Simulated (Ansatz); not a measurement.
# BF3 + FH: molecular dynamics

Aim: follow the two partners and see whether they stay together, part or react. The start is relaxed first. Runs: 300 steps of 0.5 fs at constant energy, with velocities drawn for 300 K. SMILES of the start: F.FB(F)F.

All numbers below are computed with Ansatz 0.2.0 (RHF/6-31G*).

## (1) The system as given

Bond lengths: F1–H2 0.939 Å, F3–B4 1.315 Å, B4–F5 1.299 Å, B4–F6 1.304 Å. Angles: F3–B4–F5 119.7°, F3–B4–F6 118.6°, F5–B4–F6 120.9°.

Structure file:

```xyz
6

F     0.0075   -0.3999   -1.4434
H     0.0071    0.4481   -1.8463
F     0.3272    1.2058    0.4933
B    -0.0021   -0.0355    0.7766
F     0.9238   -0.8899    1.0950
F    -1.2636   -0.3285    0.9248
```

## (2) Relaxing the start

File input.yaml:

```yaml
crystal:
  periodic: [false, false, false]
  atoms:
    - { symbol: F, position_ang: [0.0075, -0.3999, -1.4434] }
    - { symbol: H, position_ang: [0.0071, 0.4481, -1.8463] }
    - { symbol: F, position_ang: [0.3272, 1.2058, 0.4933] }
    - { symbol: B, position_ang: [-0.0021, -0.0355, 0.7766] }
    - { symbol: F, position_ang: [0.9238, -0.8899, 1.095] }
    - { symbol: F, position_ang: [-1.2636, -0.3285, 0.9248] }
basis:
  gaussian: { orbitals: "6-31G*" }
hamiltonian:
  xc: hf
relax:
  f_tol: 0.02
  max_steps: 40
scf:
  lower_state_search: "off"
output:
  orbitals: {}
```

Command:

```console
$ ansatz run input.yaml --threads 1 --pin off --max-ram 2048MiB --backend cpu --events-out ev --progress --plain --runs-dir out
```

The program printed (excerpt; [...] marks lines left out):

```text
Warning: RAYON_NUM_THREADS=1 ignored (pool sized by the plan → 1); use --threads N
[...]
Functional definition: HF
[...]
733 factors; integrals over basis functions are off by at most 3.5e-4 eV
[...]
mean field -11516.03138095 eV, -423.2063474036 hartree, gradient 5.3e-6 eV, S^2 0.000000; 0 other end points of the search recorded, 0 dependent functions left out
[...]
reference -11516.03138095 eV, -423.2063474036 hartree; 21, 21 occupied and 56, 56 virtual orbitals, 733 factors
relax step   1: F+E_penalty+E_count = -11516.03138095 eV  Δ(F+E_penalty+E_count) = +0.000e0 eV  max|allowed force component| = 1.251e0 eV/Å  Δτ_max = 0.0000 Å  (20 SCF iters, accepted)
[...]
relax step   5: F+E_penalty+E_count = -11516.06242563 eV  Δ(F+E_penalty+E_count) = -3.842e-4 eV  max|allowed force component| = 6.310e-2 eV/Å  Δτ_max = 0.0059 Å  (14 SCF iters, accepted)
[...]
relax step   6: F+E_penalty+E_count = -11516.06298930 eV  Δ(F+E_penalty+E_count) = -5.637e-4 eV  max|allowed force component| = 1.867e-2 eV/Å  Δτ_max = 0.0316 Å  (21 SCF iters, accepted)
Total energy: -11516.06298930 eV, -423.2075089889 hartree
Atom 0 at    -0.058970    -0.398973    -1.527808 Å, force    -0.000683     0.007307    -0.009857 eV/Å
Atom 1 at     0.115430     0.419997    -1.896586 Å, force     0.001322    -0.007105     0.009249 eV/Å
Atom 2 at     0.295049     1.221143     0.533949 Å, force    -0.008814    -0.018672     0.002811 eV/Å
Atom 3 at    -0.016613    -0.018858     0.823060 Å, force     0.005261    -0.009721     0.000734 eV/Å
Atom 4 at     0.929726    -0.881252     1.060634 Å, force    -0.013281     0.017491    -0.002644 eV/Å
Atom 5 at    -1.264722    -0.341956     1.006752 Å, force     0.016196     0.010699    -0.000293 eV/Å
Dipole moment:     0.070363     0.320962    -0.305755 e Å
Checks for a lower state left out: stability, starts, cluster_reference, orbital_swaps, neighbouring_geometries, increment
```

Wall time 4.7 s (1 thread of Intel Xeon Platinum 8488C (Sapphire Rapids), shared host); peak memory 0.15 GiB.

Step by step:

```csv
step,energy from step 1 (eV),largest force component (eV/Å)
1,0.0000,1.2510
2,-0.0230,0.4118
3,-0.0265,0.3011
4,-0.0307,0.1519
5,-0.0310,0.0631
6,-0.0316,0.0187
```

Step 1 is the start.

After: Bond lengths: F1–H2 0.915 Å, F3–B4 1.311 Å, B4–F5 1.302 Å, B4–F6 1.302 Å. Angles: F3–B4–F5 119.6°, F3–B4–F6 119.6°, F5–B4–F6 120.4°.

## (3) The run

300 steps of 0.5 fs at constant energy, with velocities drawn for 300 K, from the relaxed start.

File input.yaml:

```yaml
crystal:
  periodic: [false, false, false]
  atoms:
    - { symbol: F, position_ang: [-0.05897, -0.398973, -1.527808] }
    - { symbol: H, position_ang: [0.11543, 0.419997, -1.896586] }
    - { symbol: F, position_ang: [0.295049, 1.221143, 0.533949] }
    - { symbol: B, position_ang: [-0.016613, -0.018858, 0.82306] }
    - { symbol: F, position_ang: [0.929726, -0.881252, 1.060634] }
    - { symbol: F, position_ang: [-1.264722, -0.341956, 1.006752] }
basis:
  gaussian: { orbitals: "6-31G*" }
hamiltonian:
  xc: hf
md:
  timestep: 0.5
  n_steps: 300
  ensemble: nve
  temperature: 300.0
  initial_velocities: maxwell_boltzmann
  seed: 735601
scf:
  lower_state_search: "off"
```

Command:

```console
$ ansatz run input.yaml --threads 1 --pin off --max-ram 2048MiB --backend cpu --events-out ev --progress --plain --runs-dir out
```

The program printed (excerpt; [...] marks lines left out):

```text
Warning: RAYON_NUM_THREADS=1 ignored (pool sized by the plan → 1); use --threads N
[...]
[... 1 set-up line as earlier in the session ...]
[...]
732 factors; integrals over basis functions are off by at most 3.4e-4 eV
[...]
mean field -11516.06297921 eV, -423.2075086180 hartree, gradient 6.5e-6 eV, S^2 0.000000; 0 other end points of the search recorded, 0 dependent functions left out
[...]
reference -11516.06297921 eV, -423.2075086180 hartree; 21, 21 occupied and 56, 56 virtual orbitals, 732 factors
md step     0: t =     0.00 fs  T =   300.0 K  F+E_penalty+E_count = -11516.06297921 eV  E_kin = 0.155112 eV  conserved = -11515.90786721 eV  (20 SCF iters)
[...]
md step    20: t =    10.00 fs  T =   160.7 K  F+E_penalty+E_count = -11515.99071925 eV  E_kin = 0.083095 eV  conserved = -11515.90762420 eV  (14 SCF iters)
[...]
md step    40: t =    20.00 fs  T =   118.8 K  F+E_penalty+E_count = -11515.96912519 eV  E_kin = 0.061414 eV  conserved = -11515.90771140 eV  (14 SCF iters)
[...]
md step    60: t =    30.00 fs  T =   216.7 K  F+E_penalty+E_count = -11516.01981248 eV  E_kin = 0.112055 eV  conserved = -11515.90775711 eV  (14 SCF iters)
[...]
md step    80: t =    40.00 fs  T =   171.0 K  F+E_penalty+E_count = -11515.99602785 eV  E_kin = 0.088425 eV  conserved = -11515.90760256 eV  (14 SCF iters)
md step    81: t =    40.50 fs  T =   166.6 K  F+E_penalty+E_count = -11515.99375044 eV  E_kin = 0.086162 eV  conserved = -11515.90758817 eV  (14 SCF iters)
```

## (4) The log goes on: dynamics from the start

The log, continued (excerpt; [...] marks lines left out):

```text
md step    82: t =    41.00 fs  T =   165.2 K  F+E_penalty+E_count = -11515.99304887 eV  E_kin = 0.085390 eV  conserved = -11515.90765850 eV  (14 SCF iters)
[...]
md step   107: t =    53.50 fs  T =   117.4 K  F+E_penalty+E_count = -11515.96848601 eV  E_kin = 0.060687 eV  conserved = -11515.90779889 eV  (15 SCF iters)
[...]
md step   132: t =    66.00 fs  T =   231.7 K  F+E_penalty+E_count = -11516.02758907 eV  E_kin = 0.119816 eV  conserved = -11515.90777290 eV  (14 SCF iters)
[...]
md step   157: t =    78.50 fs  T =   114.9 K  F+E_penalty+E_count = -11515.96698433 eV  E_kin = 0.059427 eV  conserved = -11515.90755696 eV  (14 SCF iters)
[...]
md step   182: t =    91.00 fs  T =   202.2 K  F+E_penalty+E_count = -11516.01216630 eV  E_kin = 0.104535 eV  conserved = -11515.90763092 eV  (14 SCF iters)
md step   183: t =    91.50 fs  T =   214.8 K  F+E_penalty+E_count = -11516.01877448 eV  E_kin = 0.111050 eV  conserved = -11515.90772424 eV  (14 SCF iters)
md step   184: t =    92.00 fs  T =   226.8 K  F+E_penalty+E_count = -11516.02507142 eV  E_kin = 0.117264 eV  conserved = -11515.90780763 eV  (15 SCF iters)
```

## (5) The log goes on: dynamics from the start

Output, continued (excerpt; [...] marks lines left out):

```text
md step   185: t =    92.50 fs  T =   235.8 K  F+E_penalty+E_count = -11516.02973398 eV  E_kin = 0.121902 eV  conserved = -11515.90783187 eV  (15 SCF iters)
[...]
md step   206: t =   103.00 fs  T =   200.9 K  F+E_penalty+E_count = -11516.01159967 eV  E_kin = 0.103872 eV  conserved = -11515.90772761 eV  (14 SCF iters)
[...]
md step   227: t =   113.50 fs  T =   102.0 K  F+E_penalty+E_count = -11515.96029999 eV  E_kin = 0.052741 eV  conserved = -11515.90755864 eV  (15 SCF iters)
[...]
md step   248: t =   124.00 fs  T =   187.9 K  F+E_penalty+E_count = -11516.00489323 eV  E_kin = 0.097168 eV  conserved = -11515.90772487 eV  (15 SCF iters)
[...]
md step   298: t =   149.00 fs  T =    63.4 K  F+E_penalty+E_count = -11515.94049607 eV  E_kin = 0.032797 eV  conserved = -11515.90769937 eV  (15 SCF iters)
md step   299: t =   149.50 fs  T =    69.8 K  F+E_penalty+E_count = -11515.94386202 eV  E_kin = 0.036073 eV  conserved = -11515.90778943 eV  (15 SCF iters)
[...]
md step   300: t =   150.00 fs  T =    73.6 K  F+E_penalty+E_count = -11515.94587605 eV  E_kin = 0.038066 eV  conserved = -11515.90781036 eV  (15 SCF iters)
Total energy: -11515.94587605 eV, -423.2032051563 hartree
Atom 0 at    -0.010434    -0.551706    -1.563770 Å, force    -0.137659     0.106168    -0.243419 eV/Å
Atom 1 at     0.117770    -1.438617    -1.748491 Å, force     0.025512     0.053563     0.125506 eV/Å
Atom 2 at     0.303503     1.340083     0.831220 Å, force    -0.668002     0.199266    -0.265328 eV/Å
Atom 3 at    -0.050979     0.089062     0.803777 Å, force     0.044029    -0.502456     0.644553 eV/Å
Atom 4 at     0.896089    -0.794517     0.823221 Å, force     0.716326    -0.617867     0.011344 eV/Å
Atom 5 at    -1.268645    -0.357691     0.985971 Å, force     0.019793     0.761326    -0.272656 eV/Å
Dipole moment:     0.027194    -0.381368    -0.258053 e Å
Checks for a lower state left out: stability, starts, cluster_reference, orbital_swaps, neighbouring_geometries, increment
```

Wall time 3.1 min (1 thread of Intel Xeon Platinum 8488C (Sapphire Rapids), shared host); peak memory 0.25 GiB.

## (6) What the atoms did

The trajectory, every 22 steps (energies from step 0):

```csv
time (fs),T (K),potential energy change (meV/atom),total energy change (meV/atom),closest contact of the partners (Å)
0.0,300,0.0,0.00,2.38
11.0,152,12.8,0.01,2.35
22.0,138,14.0,0.03,2.37
33.0,221,6.8,0.04,2.40
44.0,125,15.1,0.05,2.38
55.0,121,15.5,0.04,2.34
66.0,232,5.9,0.02,2.34
77.0,144,13.5,0.01,2.40
88.0,171,11.2,0.01,2.42
99.0,244,4.9,0.03,2.41
110.0,112,16.3,0.05,2.41
121.0,154,12.7,0.05,2.46
132.0,197,8.9,0.03,2.47
143.0,80,19.0,0.03,2.45
150.0,74,19.5,0.01,2.45
```

time (fs), T (K) and a bar:
```
      0.0        300 ##############################
      6.5        211 ##################
     13.0        109 #####
     19.5        118 ######
     26.0        177 ##############
     32.5        222 ####################
     39.0        185 ###############
     45.5        115 ######
     52.0         98 ####
     58.5        153 ###########
     65.0        234 #####################
     71.5        203 #################
     78.5        115 ######
     85.0        139 #########
     91.5        215 ###################
     98.0        248 #######################
    104.5        184 ###############
    111.0        112 ######
    117.5        132 ########
    124.0        188 ###############
    130.5        213 ###################
    137.0        157 ###########
    143.5         70 
    150.0         74
```

Maxima of the velocity power spectrum (cm⁻¹, relative height; resolution about 440 cm⁻¹): 500 (75).

## (7) Positions and forces

Positions (Å) and forces (eV/Å):

```xyz
6
time_fs=19.0 T=114 dE=0.0961
F    -0.088   -0.393   -1.526    0.071    0.059    0.096
H     0.567    0.200   -1.767   -0.025   -0.008   -0.089
F     0.347    1.236    0.536   -0.973   -0.332   -0.044
B    -0.051    0.005    0.800    0.839   -0.185    0.377
F     0.903   -0.845    1.053    0.359   -0.332   -0.069
F    -1.266   -0.402    1.016   -0.272    0.798   -0.271
6
time_fs=37.5 T=190 dE=0.0571
F    -0.096   -0.371   -1.516    0.672    0.004   -0.270
H     0.759   -0.200   -1.823   -0.630   -0.105    0.188
F     0.273    1.218    0.536    0.246    0.139    0.284
B    -0.023   -0.015    0.850    0.898   -0.046   -0.620
F     0.956   -0.879    1.047   -0.640    0.434    0.037
F    -1.262   -0.338    0.988   -0.546   -0.426    0.381
6
time_fs=56.0 T=124 dE=0.0912
F    -0.081   -0.364   -1.514   -0.701    0.095    0.370
H     0.680   -0.598   -1.940    0.717   -0.211   -0.365
F     0.241    1.229    0.567    0.663    0.067   -0.104
B    -0.013   -0.030    0.794    0.624    0.357    0.474
F     0.965   -0.889    1.043   -0.796    0.559   -0.429
F    -1.256   -0.316    0.996   -0.505   -0.868    0.054
6
time_fs=75.0 T=163 dE=0.0713
F    -0.059   -0.379   -1.522    0.505   -0.577   -0.495
H     0.533   -0.969   -1.927   -0.543    0.554    0.469
F     0.308    1.268    0.591   -0.646   -0.206    0.244
B    -0.042    0.030    0.831    0.353   -0.181   -0.290
F     0.904   -0.850    0.992    0.540   -0.281    0.110
F    -1.260   -0.394    1.010   -0.210    0.691   -0.037
6
time_fs=94.0 T=247 dE=0.0279
F    -0.039   -0.406   -1.548   -0.341    0.679    0.126
H     0.331   -1.227   -1.604    0.350   -0.730   -0.090
F     0.289    1.283    0.647   -0.395   -0.218    0.105
B    -0.034    0.030    0.825   -0.340    0.130   -0.009
F     0.919   -0.848    0.947    0.325   -0.330   -0.009
F    -1.269   -0.371    1.011    0.401    0.469   -0.123
6
time_fs=112.5 T=105 dE=0.1009
F    -0.019   -0.448   -1.562    0.093   -0.669    0.293
H     0.152   -1.344   -1.414   -0.078    0.570   -0.269
F     0.216    1.285    0.717    0.940    0.495   -0.177
B     0.000    0.016    0.815   -1.089    0.368    0.336
F     0.955   -0.872    0.899   -0.197    0.072   -0.109
F    -1.262   -0.292    0.999    0.332   -0.836   -0.075
6
time_fs=131.0 T=211 dE=0.0462
F    -0.005   -0.506   -1.551   -0.115    0.199   -0.149
H     0.080   -1.409   -1.648    0.038   -0.105    0.044
F     0.258    1.334    0.769    0.070   -0.267    0.129
B    -0.017    0.062    0.852   -0.809   -0.191   -0.451
F     0.917   -0.845    0.840    0.273    0.079    0.339
F    -1.267   -0.333    0.986    0.544    0.284    0.087
6
time_fs=150.0 T=74 dE=0.1171
F    -0.010   -0.552   -1.564   -0.138    0.106   -0.243
H     0.118   -1.439   -1.748    0.025    0.054    0.126
F     0.303    1.340    0.831   -0.668    0.199   -0.265
B    -0.051    0.089    0.804    0.044   -0.502    0.645
F     0.896   -0.794    0.823    0.716   -0.618    0.011
F    -1.269   -0.358    0.986    0.020    0.761   -0.273
```

## (8) Summary of results

| quantity | value |
| --- | --- |
| relaxation of the start | 5 moves, 0.032 eV lower |
| length | 300 steps of 0.5 fs |
| temperature, first and last step | 300 and 74 K |
| temperature, second half | mean 157 K, from 54 to 267 K |
| potential energy, second half | +12 meV/atom from the start |
| largest change of the total energy | 0.05 meV/atom |
| bonds formed or broken | 0 |

The temperature starts at 300 K and averages 157 K in the second half, where it ranges from 54 to 267 K. About half is expected from a start at a minimum: kinetic energy passes into potential energy until both shares match. The total energy strays from its start by at most 0.05 meV/atom, 0.4 % of the mean kinetic energy, so a step of 0.5 fs is short enough over this time. No bond forms or breaks. The partners' closest contact goes from 2.38 to 2.45 Å: they stay in touch over this short run. 150 fs on 6 atoms is far too short and small for converged averages. The nuclei move classically, without zero-point motion, which matters most for hydrogen.
